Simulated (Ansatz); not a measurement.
# HF/3-21G run of SiH3OF (SMILES O[SiH2]F)

What is the electronic atomisation energy of SiH3OF at HF/3-21G? 

The results are computed with Ansatz 0.2.0.

72 further runs of the same task are left out: 72 set aside as unsound or not needed.

## Step 1: The molecule

The species is SiH3OF (6 atoms), meant as a singlet with charge 0. SMILES: `O[SiH2]F`. Geometry: relaxed at PBE0-D4/def2-TZVP. This is one conformer, not always the lowest.

Bond lengths: O1–Si2 1.630 Å, Si2–F3 1.596 Å, O1–H4 0.958 Å, Si2–H5 1.474 Å, Si2–H6 1.482 Å. Angles: O1–Si2–F3 111.0°, O1–Si2–H5 106.4°, O1–Si2–H6 111.7°, F3–Si2–H5 108.2°, F3–Si2–H6 106.0°, Si2–O1–H4 119.1°, H5–Si2–H6 113.7°.

## Step 2: The energy at HF/3-21G

input.yaml

```yaml
crystal:
  periodic: [false, false, false]
  atoms:
    - {symbol: O, position_ang: [-0.853500, -0.209200, -0.924100]}
    - {symbol: Si, position_ang: [0.378300, -0.009300, 0.123900]}
    - {symbol: F, position_ang: [0.180800, -0.922800, 1.417800]}
    - {symbol: H, position_ang: [-1.714200, 0.150200, -0.705600]}
    - {symbol: H, position_ang: [1.595600, -0.458500, -0.575800]}
    - {symbol: H, position_ang: [0.455100, 1.385600, 0.617600]}
basis:
  gaussian: {orbitals: 3-21G.json}
hamiltonian: {xc: hf}
accuracy: high
output: {orbitals: {seedname: orbitals}}
```

The basis set 3-21G is read from a file made from the Basis Set Exchange's data (not shown).

Run with:

```bash
$ ansatz run input.yaml --threads 1 --pin off --max-ram 3480MiB --events-out events.jsonl --progress --plain --runs-dir runs
```

The log of the run:

```text
Warning: RAYON_NUM_THREADS=1 ignored (pool sized by the plan → 1); use --threads N
Functional definition: HF
  name "HF"
  exchange = exact_x
  correlation = 0
779 factors; integrals over basis functions are off by at most 8.1e-9 eV
mean field evaluation 1: about -12584.9655 eV, gradient 3.5e1 eV
mean field evaluation 2: about -12585.1770 eV, gradient 3.6e1 eV
mean field evaluation 4: about -12587.4322 eV, gradient 1.5e0 eV
mean field evaluation 8: about -12587.4564 eV, gradient 9.2e-5 eV
mean field -12587.45639454 eV, -462.5804904151 hartree, gradient 2.9e-8 eV, S^2 0.000000; 0 other end points of the search recorded, 0 dependent functions left out
reference -12587.45639454 eV, -462.5804904151 hartree; 17, 17 occupied and 20, 20 virtual orbitals, 779 factors
Total energy: -12587.45639454 eV, -462.5804904151 hartree
```

It took 0.31 s on 1 thread of Arm Neoverse V1, shared host.

## Step 3: The F atom at the same level

run.yaml

```yaml
crystal:
  periodic: [false, false, false]
  atoms:
    - {symbol: F, position_ang: [0.000000, 0.000000, 0.000000]}
basis:
  gaussian:
    orbitals: 3-21G.json
magnetization:
  spin_polarized: true
  initial_magnetization: 1
hamiltonian:
  xc: hf
accuracy: high
```

The basis set 3-21G is read from a file made from the Basis Set Exchange's data (not shown).

Run the same way, it converges to -98.84501 Eh (log not shown).

## Step 4: The H atom at the same level

molecule.yaml

```yaml
basis:
  gaussian:
    orbitals: 3-21G.json
crystal:
  periodic: [false, false, false]
  atoms:
    - {symbol: H, position_ang: [0.000000, 0.000000, 0.000000]}
total_charge: 0
magnetization:
  spin_polarized: true
  initial_magnetization: 1
hamiltonian:
  xc: hf
accuracy: high
```

The basis set 3-21G is read from a file made from the Basis Set Exchange's data (not shown).

Run the same way, it converges to -0.49620 Eh (log not shown).

## Step 5: The O atom at the same level

job.yaml

```yaml
crystal:
  periodic: [false, false, false]
  atoms:
    - {symbol: O, position_ang: [0.000000, 0.000000, 0.000000]}
basis:
  gaussian:
    orbitals: 3-21G.json
magnetization:
  spin_polarized: true
  initial_magnetization: 2
hamiltonian:
  xc: hf
accuracy: high
```

The basis set 3-21G is read from a file made from the Basis Set Exchange's data (not shown).

Run the same way, it converges to -74.39366 Eh (log not shown).

## Step 6: The Si atom

in.yaml

```yaml
crystal:
  periodic: [false, false, false]
  atoms:
    - {symbol: Si, position_ang: [0.000000, 0.000000, 0.000000]}
basis:
  gaussian: {orbitals: 3-21G.json}
magnetization: {spin_polarized: true, initial_magnetization: 2}
hamiltonian: {xc: hf}
accuracy: high
```

The basis set 3-21G is read from a file made from the Basis Set Exchange's data (not shown).

Run with:

```bash
$ ansatz run in.yaml --threads 1 --pin off --max-ram 3480MiB --events-out events.jsonl --progress --plain --runs-dir runs
```

The log of the run:

```text
Warning: RAYON_NUM_THREADS=1 ignored (pool sized by the plan → 1); use --threads N
[... 4 set-up lines as earlier in the session ...]
78 factors; integrals over basis functions are off by at most 3.4e-9 eV
mean field evaluation 1: about -7818.9387 eV, gradient 2.7e0 eV
mean field evaluation 2: about -7818.9448 eV, gradient 2.7e0 eV
mean field evaluation 4: about -7819.0416 eV, gradient 1.1e-1 eV
mean field evaluation 8: about -7819.0403 eV, gradient 3.5e-8 eV
mean field evaluation 16: about -7819.0456 eV, gradient 1.7e-3 eV
mean field evaluation 32: about -7819.0403 eV, gradient 8.0e-3 eV
mean field -7819.04028989 eV, -287.3444307175 hartree, gradient 4.7e-8 eV, S^2 2.000009; 1 other end points of the search recorded, 0 dependent functions left out
reference -7819.04028989 eV, -287.3444307175 hartree; 8, 6 occupied and 5, 7 virtual orbitals, 78 factors
Total energy: -7819.04028989 eV, -287.3444307175 hartree
```

Wall time 0.06 s (1 thread of Arm Neoverse V1, shared host).

## Step 7: Outcome

At HF/3-21G:

```
                     quantity          value
       molecule: total energy  -462.58049 Eh
        molecule: HOMO energy      -12.90 eV
        molecule: LUMO energy        5.10 eV
      molecule: HOMO–LUMO gap       18.00 eV
         F atom: total energy   -98.84501 Eh
                 F atom: ⟨S²⟩          0.750
         H atom: total energy    -0.49620 Eh
                 H atom: ⟨S²⟩          0.750
         O atom: total energy   -74.39366 Eh
                 O atom: ⟨S²⟩          2.001
        Si atom: total energy  -287.34443 Eh
                Si atom: ⟨S²⟩          2.000
electronic atomisation energy      13.845 eV
```

What this shows: Taking the molecule apart into free atoms costs 13.85 eV (1336 kJ/mol), before zero-point energy and without spin-orbit coupling. Hartree–Fock lacks the correlation of the bonding pairs, which as a rule makes this value much too low; in minimal bases other errors can mask that. The basis has no polarisation functions, which makes bonds too weak.
